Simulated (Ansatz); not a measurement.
# BrH₆N₃Ti: small, medium and large basis sets

The task here is to estimate one member of a computed series from the others.

Method: one geometry, several basis sets; program: Ansatz 0.2.0, Gaussian basis.

Levels to be run: PBE0-D4/def2-SVP; ωB97M-V/def2-SVP; PBE0-D4/def2-QZVPP; ωB97M-V/def2-QZVPP; the functionals' def2-TZVPP values are taken from earlier runs.

### Structure used throughout

An earlier PBE0-D4 in a triple-zeta def2 set relaxation fixed the geometry.

SMILES `[NH2][Ti]([NH2])([NH2])[Br]`, 11 atoms, charge 0, spin multiplicity 1.

Atoms are counted from 1 here; the program's logs count them from 0.

Bond lengths: N1–Ti2 1.869 Å, N1–H6 1.012 Å, N1–H7 1.009 Å, Ti2–N3 1.869 Å, Ti2–N4 1.869 Å, Ti2–Br5 2.400 Å, N3–H8 1.012 Å, N3–H9 1.009 Å, N4–H10 1.012 Å, N4–H11 1.009 Å. Angles: Ti2–N1–H6 122.7°, Ti2–N1–H7 126.2°, H6–N1–H7 110.5°, N1–Ti2–N3 107.2°, N1–Ti2–N4 107.2°, N1–Ti2–Br5 111.7°, N3–Ti2–N4 107.2°, N3–Ti2–Br5 111.7°, N4–Ti2–Br5 111.7°, Ti2–N3–H8 122.7°, Ti2–N3–H9 126.2°, H8–N3–H9 110.6°, Ti2–N4–H10 122.7°, Ti2–N4–H11 126.2°, H10–N4–H11 110.5°.

Set-up of the first run:

Contents of in.yaml:

```yaml
crystal:
  periodic: [false, false, false]
  atoms:
    - {symbol: N, position_ang: [-1.555957, 0.608515, -0.516416]}
    - {symbol: Ti, position_ang: [0.203444, 0.371144, 0.068985]}
    - {symbol: N, position_ang: [0.131707, -0.659344, 1.627012]}
    - {symbol: N, position_ang: [1.082696, -0.649515, -1.227053]}
    - {symbol: Br, position_ang: [1.305063, 2.470303, 0.443200]}
    - {symbol: H, position_ang: [-2.187147, 1.276577, -0.092516]}
    - {symbol: H, position_ang: [-1.966262, 0.212508, -1.349044]}
    - {symbol: H, position_ang: [0.926470, -0.773932, 2.243145]}
    - {symbol: H, position_ang: [-0.697958, -1.057481, 2.041238]}
    - {symbol: H, position_ang: [1.415866, -0.256783, -2.098346]}
    - {symbol: H, position_ang: [1.407279, -1.598992, -1.119406]}
basis:
  gaussian: {orbitals: def2-SVP}
hamiltonian: {xc: pbe0, dispersion: d4}
output: {orbitals: {seedname: orbitals}}
```

Started as:

```
$ ansatz run in.yaml --threads 4 --pin off --events-out ev --progress --plain --max-ram 11315MiB
```

Steps of the session up to this table: PBE0-D4 in def2-SVP; ωB97M-V in def2-SVP; PBE0-D4 in def2-QZVPP; ωB97M-V in def2-QZVPP.

One of the session's tables, all rows but one given; the rest of the session is left out.

It belongs to the step «Functionals by basis». 

```
functional       basis  HOMO (eV)
   PBE0-D4    def2-SVP      -7.26
   PBE0-D4  def2-TZVPP      -7.55
   PBE0-D4  def2-QZVPP          ?
   ωB97M-V    def2-SVP      -9.50
   ωB97M-V  def2-TZVPP      -9.80
   ωB97M-V  def2-QZVPP      -9.84
```

Q: Estimate the row for PBE0-D4, def2-QZVPP from the others.

**Answer.** HOMO (eV): -7.58. In the column «HOMO (eV)» it lies between ωB97M-V, def2-SVP (-9.50) and PBE0-D4, def2-TZVPP (-7.55).
